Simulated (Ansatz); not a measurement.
# CH6BN3: the cost of one run

Program: the Python package of Ansatz 0.2.0. The levels of theory stand in the script. These are calculated values, not measurements.

## Step 1: The system

Bond lengths: N1–C2 1.419 Å, C2–N3 1.438 Å, C2–B4 1.598 Å, C2–N5 1.439 Å, B4–N5 1.653 Å, N1–H6 1.107 Å, N1–H7 1.043 Å, N3–H8 0.992 Å, N3–H9 1.111 Å, B4–H10 1.108 Å, N5–H11 1.046 Å. Angles (14 of 18 angles, heavy atoms first): N1–C2–N3 115.2°, N1–C2–B4 120.9°, N1–C2–N5 116.5°, N3–C2–B4 117.0°, N3–C2–N5 111.7°, B4–C2–N5 65.7°, C2–B4–N5 52.5°, C2–N5–B4 61.8°, C2–N1–H6 111.6°, C2–N1–H7 111.9°, C2–N3–H8 110.3°, C2–N3–H9 107.5°, C2–B4–H10 156.2°, N5–B4–H10 150.5°.

No structure file is read: the coordinates are typed or built in the script.

## Step 2: The script

ch6bn3.py reads:

```python
from pathlib import Path
import warnings

import ansatz as az
from ase import Atoms
import numpy as np


def main() -> None:
    warnings.simplefilter("ignore", az.DeckWarning)

    atoms = Atoms(["N", "C", "N", "B", "N", "H", "H", "H", "H", "H", "H"], positions=[
        [-0.5779, 0.9565, 0.6577],
        [-0.0316, -0.1871, 0.02],
        [0.3446, -1.2585, 0.9018],
        [0.7856, -0.052, -1.3463],
        [-0.7321, -0.6724, -1.1395],
        [-0.7384, 1.7852, -0.0579],
        [0.0784, 1.3596, 1.3613],
        [-0.3981, -1.4695, 1.5247],
        [1.1393, -0.8736, 1.5757],
        [1.602, 0.2988, -2.0088],
        [-1.4063, 0.0561, -1.4681],
    ])
    mol = az.Crystal.molecule_from_ase(atoms)

    calc = mol.calculation().basis(gaussian="def2-SVP")

    print("functional    E (Ha)        dipole (D)   HOMO (eV)  LUMO (eV)")
    for name in ["lda", "b3lyp", "pbe0", "hse06"]:
        rep = calc.functional(name).forces().orbitals().run(runs_dir="runs").report
        lines = Path(rep["orbitals_path"]).read_text().splitlines()
        field_of = lambda key: [line.split("=")[1].strip() for line in lines if line.startswith(key)]
        orbitals = [(27.211386 * float(e), s, float(n)) for e, s, n in zip(field_of("Ene="), field_of("Spin="), field_of("Occup="))]
        homo = max(e for e, _, n in orbitals if n > 0.5)
        lumo = min(e for e, _, n in orbitals if n < 0.5)
        dipole = 4.803205 * np.linalg.norm(rep["charge_distribution"]["dipole_moment_e_ang"])
        print(f"{name:10s} {rep['free_energy_ev'] / 27.211386246:14.6f} {dipole:9.3f} {homo:11.3f} {lumo:10.3f}")


if __name__ == "__main__":
    main()
```

## Step 3: The calls as engine input

The package turns the script's settings into the engine's input (first run):

```yaml
crystal:
  periodic: [false, false, false]
  atoms:
    - { symbol: "N", position_ang: [-0.5779, 0.9565, 0.6577] }
    - { symbol: C, position_ang: [-0.0316, -0.1871, 0.02] }
    - { symbol: "N", position_ang: [0.3446, -1.2585, 0.9018] }
    - { symbol: B, position_ang: [0.7856, -0.052, -1.3463] }
    - { symbol: "N", position_ang: [-0.7321, -0.6724, -1.1395] }
    - { symbol: H, position_ang: [-0.7384, 1.7852, -0.0579] }
    - { symbol: H, position_ang: [0.0784, 1.3596, 1.3613] }
    - { symbol: H, position_ang: [-0.3981, -1.4695, 1.5247] }
    - { symbol: H, position_ang: [1.1393, -0.8736, 1.5757] }
    - { symbol: H, position_ang: [1.602, 0.2988, -2.0088] }
    - { symbol: H, position_ang: [-1.4063, 0.0561, -1.4681] }
basis:
  gaussian:
    orbitals: def2-SVP
hamiltonian:
  xc: lda
output:
  orbitals: {}
  forces: true
```

## Step 4: Running it

The run is started by

```sh
python ch6bn3.py
```

**Question.** How long does this script take on 1 thread of Arm Neoverse V2, shared host, and how much memory does it need?

About 14 s, with a peak of 0.27 GiB.
